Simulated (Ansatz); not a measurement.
# Cl: the crystal squeezed far

One table from this session's results is given with a row withheld; the runs are named, their logs left out.

Program: Ansatz 0.2.0. Level of theory: DFT, PBEsol, PAW with Ansatz's default frozen-core files, scalar-relativistic. These are calculated values, not measurements.

**Starting point**

Symmetry: Im-3m, No. 229, cubic system. The conventional cell has a = 3.530 Å, b = 3.530 Å, c = 3.530 Å, α = 90.00°, β = 90.00°, γ = 90.00°. Cl (site symmetry m-3m) has 8 Cl at 3.06 Å in its first shell of neighbours.

Coordinates:

```
Cl
1.0
    -1.76517    1.76517    1.76517
     1.76517   -1.76517    1.76517
     1.76517    1.76517   -1.76517
Cl
1
Direct
  0.00000 0.00000 0.00000
```

Whether this phase is the stable one at these pressures isn't tested.

Set-up of the first run:

File input.yaml:

```yaml
crystal:
  lattice:
    - [-1.7651741677, 1.7651741677, 1.7651741677]
    - [1.7651741677, -1.7651741677, 1.7651741677]
    - [1.7651741677, 1.7651741677, -1.7651741677]
  atoms:
    - { symbol: Cl, position: [0.0, 0.0, 0.0] }
kpoints:
  mp_grid: { grid: [15, 15, 15] }
scf:
  occupations: { method: fermi_dirac, width: 0.08 }
hamiltonian:
  xc: pbesol
  pseudopotentials: { kind: paw }
output:
  forces: true
  stress: true
relax:
  f_tol: 0.005
  max_steps: 40
  cell: {}
```

Command:

```bash
ansatz run input.yaml --threads 1 --pin off --max-ram 2048MiB --backend cpu --events-out ev --progress --plain --runs-dir out
```

Among the steps run: Cell relaxed at zero pressure, PAW; Volume scaled by 1, PAW; Volume scaled by 0.88, PAW; Volume scaled by 0.78, PAW; Volume scaled by 0.68, PAW; Volume scaled by 0.58, PAW; Volume scaled by 0.5, PAW; Volume scaled by 0.43, PAW; Volume scaled by 0.43, PAW (cutoff 300 eV).

One of the session's tables, all rows but one given; the rest of the session is left out.

| method | volume over the first | volume (Å³/atom) | pressure (GPa) |
| --- | --- | --- | --- |
| PAW | 1 | 19.305 | 0.00 |
| PAW | 0.88 | ? | ? |
| PAW | 0.78 | 15.058 | 20.68 |
| PAW | 0.68 | 13.127 | 44.26 |
| PAW | 0.58 | 11.197 | 89.43 |
| PAW | 0.5 | 9.652 | 155.73 |
| PAW | 0.43 | 8.301 | 253.31 |
| PAW (cutoff 300 eV) | 0.43 | 8.301 | 253.83 |

**Question.** Estimate the row for PAW, 0.88.

**Answer.** volume (Å³/atom): 16.988; pressure (GPa): 7.93. In the column «volume (Å³/atom)» it lies between PAW, 0.78 (15.058) and PAW, 1 (19.305).

Caveats from the session: Warnings in the runs' records: cutoff below recommended.
